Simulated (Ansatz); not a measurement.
# CH₈BNSi: basis-set convergence

How large a basis does CH₈BNSi need? Two functionals are run in growing sets.

Computed with Ansatz 0.2.0, Gaussian basis. Level: one geometry, several basis sets.

Levels to be run: PBE0-D4/def2-SVP; ωB97M-V/def2-SVP; PBE0-D4/def2-QZVPP; ωB97M-V/def2-QZVPP; the functionals' def2-TZVPP values are taken from earlier runs.

## Step 1: Structure used throughout

All runs share one geometry, relaxed beforehand with PBE0-D4/def2-TZVP.

SMILES `CBN[SiH3]`, 12 atoms, charge 0, spin multiplicity 1.

Atoms are counted from 1 here; the program's logs count them from 0.

Bond lengths: C1–B2 1.567 Å, C1–H5 1.096 Å, C1–H6 1.094 Å, C1–H7 1.095 Å, B2–N3 1.407 Å, B2–H8 1.203 Å, N3–Si4 1.744 Å, N3–H9 1.009 Å, Si4–H10 1.485 Å, Si4–H11 1.486 Å, Si4–H12 1.485 Å. Angles: B2–C1–H5 109.8°, B2–C1–H6 115.7°, B2–C1–H7 109.9°, H5–C1–H6 107.7°, H5–C1–H7 105.4°, H6–C1–H7 107.8°, C1–B2–N3 122.4°, C1–B2–H8 120.0°, N3–B2–H8 117.6°, B2–N3–Si4 127.3°, B2–N3–H9 116.8°, Si4–N3–H9 116.0°, N3–Si4–H10 111.5°, N3–Si4–H11 107.1°, N3–Si4–H12 111.5°, H10–Si4–H11 109.2°, H10–Si4–H12 108.2°, H11–Si4–H12 109.2°.

## Step 2: PBE0-D4 in def2-SVP

File in.yaml:

```yaml
crystal:
  periodic: [false, false, false]
  atoms:
    - {symbol: C, position_ang: [-0.569139, 1.551400, -0.230779]}
    - {symbol: B, position_ang: [0.168765, 0.773944, 0.912782]}
    - {symbol: N, position_ang: [0.528678, -0.580943, 0.793326]}
    - {symbol: Si, position_ang: [0.250760, -1.630600, -0.570832]}
    - {symbol: H, position_ang: [-1.521249, 1.944485, 0.142712]}
    - {symbol: H, position_ang: [-0.779329, 0.975867, -1.136862]}
    - {symbol: H, position_ang: [0.015146, 2.431160, -0.521775]}
    - {symbol: H, position_ang: [0.446988, 1.335535, 1.939493]}
    - {symbol: H, position_ang: [0.999991, -0.997266, 1.582642]}
    - {symbol: H, position_ang: [-1.198801, -1.775792, -0.861156]}
    - {symbol: H, position_ang: [0.813794, -2.959949, -0.220300]}
    - {symbol: H, position_ang: [0.921495, -1.122940, -1.795150]}
basis:
  gaussian: {orbitals: def2-SVP}
hamiltonian: {xc: pbe0, dispersion: d4}
output: {orbitals: {seedname: orbitals}}
```

Command:

```
$ ansatz run in.yaml --threads 2 --pin off --events-out ev --progress --plain --max-ram 4352MiB
```

After this run come: ωB97M-V in def2-SVP; PBE0-D4 in def2-QZVPP; ωB97M-V in def2-QZVPP.

Before running them: what should the planned runs give, taken together? Wanted: PBE0-D4: double and triple zeta above quadruple; ωB97M-V: double and triple zeta above quadruple.

As calculated:

| quantity | value |
| --- | --- |
| PBE0-D4: double and triple zeta above quadruple | 7.00, 0.48 eV |
| ωB97M-V: double and triple zeta above quadruple | 7.21, 0.44 eV |

In words: For PBE0-D4 the step from double to triple zeta gains 6.52 eV and the next only 0.48 eV. Total energies overstate the basis error of differences, where much of it tends to cancel. The LUMO of ωB97M-V is positive and keeps falling with the basis (2.36 to 1.33 eV): an unbound level that the basis holds in place.
